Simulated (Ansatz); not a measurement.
# GaH4+ (singlet): from Hartree-Fock to the top rungs at scale of all distances = 1.115, cc-pVDZ

One table from this session's results is given with a row withheld; the runs are named, their logs left out.

The runs use Ansatz 0.2.0, Gaussian basis; cc-pVDZ, core rule «outside noble gas», up to 14 orbitals frozen.

To be run: UHF; CCSD(T) on RHF; BCCD(T) on RHF; CISD; CCSDT(Q) on RHF; CASSCF and MRCISD+Q, 2 electrons in 2 orbitals; CASSCF and NEVPT2, 2 electrons in 2 orbitals; Full CI.

13 further runs of the same task are left out: 6 for a known fault of the program, 7 that didn't finish.

## The system

The geometry derives from a PBE0/def2-TZVP stationary point (not a proven minimum). All distances are scaled together. No spin-orbit coupling is included. The filled d shell of Ga may be among the frozen orbitals whatever the setting's name suggests; the logs give the count.

5 atoms, charge 1, spin multiplicity 1.

Atoms are counted from 1 here; the program's logs count them from 0.

Bond lengths: Ga1–H2 1.703 Å, Ga1–H4 1.703 Å. Angles: H2–Ga1–H4 169.3°.

The first run:

in.yaml

```yaml
crystal:
  periodic: [false, false, false]
  atoms:
    - {symbol: Ga, position_ang: [0.000000, 0.000000, -0.061541]}
    - {symbol: H, position_ang: [0.000000, 1.695550, -0.220675]}
    - {symbol: H, position_ang: [0.000000, 0.426512, 2.349183]}
    - {symbol: H, position_ang: [0.000000, -1.695550, -0.220675]}
    - {symbol: H, position_ang: [0.000000, -0.426512, 2.349183]}
basis:
  gaussian: {orbitals: cc-pVDZ}
total_charge: 1
magnetization: {spin_polarized: true, initial_magnetization: 0}
hamiltonian: {xc: hf}
output: {orbitals: {seedname: orbitals}}
```

Run with:

```bash
$ ansatz run in.yaml --threads 1 --pin off --events-out ev --progress --plain --max-ram 2393MiB
```

Steps of the session up to this table: UHF; CCSD(T) on RHF; BCCD(T) on RHF; CISD; CCSDT(Q) on RHF; CASSCF and MRCISD+Q, 2 electrons in 2 orbitals; CASSCF and NEVPT2, 2 electrons in 2 orbitals; Full CI.

One of the session's tables, all rows but one given; the rest of the session is left out.

It belongs to the step «Misses and costs». 

| method | from FCI (kJ/mol) |
| --- | --- |
| RHF | +287.9 |
| RMP2 | +76.9 |
| CISD | +16.2 |
| RCCSD | +4.2 |
| RCCSD(T) | +1.2 |
| BCCD(T) | +1.2 |
| RCCSDT | +0.1 |
| RCCSDT(Q) | 0.0 |
| CASSCF pair | ? |
| NEVPT2 pair | +69.3 |
| FCI | 0 |

**Question.** Estimate the row for CASSCF pair.

The run gave: from FCI (kJ/mol): +234.0. In the column «from FCI (kJ/mol)» it lies between RMP2 (+76.9) and RHF (+287.9).

Not comparable, so not listed: CASSCF and MRCISD+Q, 2 electrons in 2 orbitals (they don't share determinant, frozen orbitals or solution with the rows shown, or repeat one).

Limits of these values: Warnings in the runs' records: passed over end.
